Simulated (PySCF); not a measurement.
# InS at other levels of theory

Aim: see what other levels and later steps give for InS.

Program: PySCF 2.14.0. Level of theory: each script names its method and basis. These are calculated values, not measurements.

2 further runs of the same task are left out: 1 for a known fault of the program, 1 that didn't finish.

## (1) Starting geometry

InS: 2 atoms, charge 0, spin multiplicity 2.

Bond lengths: In1–S2 2.375 Å.

## (2) The base run

input.py reads:

```python
from pyscf import gto, scf

mol = gto.M(
    atom='In 0 0 0; S 0 0 2.375',
    basis='lanl2dz',
    ecp={'In': 'lanl2dz', 'S': 'lanl2dz'},
    charge=0,
    spin=1,
    verbose=4,
)
mf = scf.ROHF(mol)
mf.kernel()
mf.mulliken_pop()
mf.dip_moment()
print('orbital energies (hartree):', mf.mo_energy[..., max(0, mol.nelec[1]-3):mol.nelec[0]+3].round(4))
```

On the command line:

```
$ OMP_NUM_THREADS=1 python input.py
```

## (3) CASSCF

Run 1 changes step after the SCF: analyze → casscf; active space: none → 5 electrons in 6 orbitals.

input.py, as its differences from that of step 2:

```diff
@@ -1,2 +1,2 @@
-from pyscf import gto, scf
+from pyscf import gto, scf, mcscf
 
@@ -12,3 +12,5 @@
 mf.kernel()
-mf.mulliken_pop()
+mc = mcscf.CASSCF(mf, 6, 5)
+mc.kernel()
+mc.analyze()
 mf.dip_moment()
```

## (4) MP2 (UHF)

Run 2 changes step after the SCF: analyze → mp2; SCF type: ROHF → UHF.

input.py reads:

```python
from pyscf import gto, scf, mp

mol = gto.M(
    atom='In 0 0 0; S 0 0 2.375',
    basis='lanl2dz',
    ecp={'In': 'lanl2dz', 'S': 'lanl2dz'},
    charge=0,
    spin=1,
    verbose=4,
)
mf = scf.UHF(mol)
mf.kernel()
mp.MP2(mf).kernel()
mf.dip_moment()
print('orbital energies (hartree):', [e[max(0, n-3):n+3].round(4) for e, n in zip(mf.mo_energy, mol.nelec)])
```

## (5) O3lyp (ROKS)

Run 3 changes functional: none (Hartree–Fock) → o3lyp; SCF type: ROHF → ROKS.

input.py, as its differences from that of step 2:

```diff
@@ -1,2 +1,2 @@
-from pyscf import gto, scf
+from pyscf import gto, dft
 
@@ -10,3 +10,3 @@
 )
-mf = scf.ROHF(mol)
+mf = dft.ROKS(mol, xc='o3lyp')
 mf.kernel()
```

## (6) TDHF (UHF)

Run 4 changes step after the SCF: analyze → tddft; SCF type: ROHF → UHF; number of roots: none → 6.

input.py reads:

```python
from pyscf import gto, scf, tdscf

mol = gto.M(
    atom='In 0 0 0; S 0 0 2.375',
    basis='lanl2dz',
    ecp={'In': 'lanl2dz', 'S': 'lanl2dz'},
    charge=0,
    spin=1,
    verbose=4,
)
mf = scf.UHF(mol)
mf.kernel()
td = tdscf.TDHF(mf)
td.nstates = 6
td.kernel()
td.analyze(verbose=3)
mf.dip_moment()
print('orbital energies (hartree):', [e[max(0, n-3):n+3].round(4) for e, n in zip(mf.mo_energy, mol.nelec)])
```

## (7) RHF

Run 5 changes SCF type: ROHF → RHF.

input.py, as its differences from that of step 2:

```diff
@@ -10,3 +10,3 @@
 )
-mf = scf.ROHF(mol)
+mf = scf.RHF(mol)
 mf.kernel()
```

Q: Predict the outcome of this session. Wanted: for each run, E(SCF); from base; gap, α spin; SCF dipole; after the SCF.

As calculated:

```csv
run,E(SCF) (hartree),from base (eV),cycles,"gap, α spin (eV)",SCF dipole (D),after the SCF
base,-11.697941,0,11,n/a,4.99,n/a
CASSCF,-11.697941,0.0000,11,n/a,4.99,CASSCF correlation -1.032 eV
MP2 (UHF),-11.704224,-0.1710,11,9.91,5.28,MP2 correlation -1.497 eV
o3lyp (ROKS),-11.996945,not comparable,11,n/a,4.57,n/a
TDHF (UHF),-11.704224,-0.1710,11,9.91,5.28,lowest root found 3.54 eV
RHF,-11.697941,0.0000,11,n/a,4.99,n/a
```

**Reading.** The SCF energy stays the same, to the digits that matter, with RHF. A lower total energy from another functional means nothing by itself.
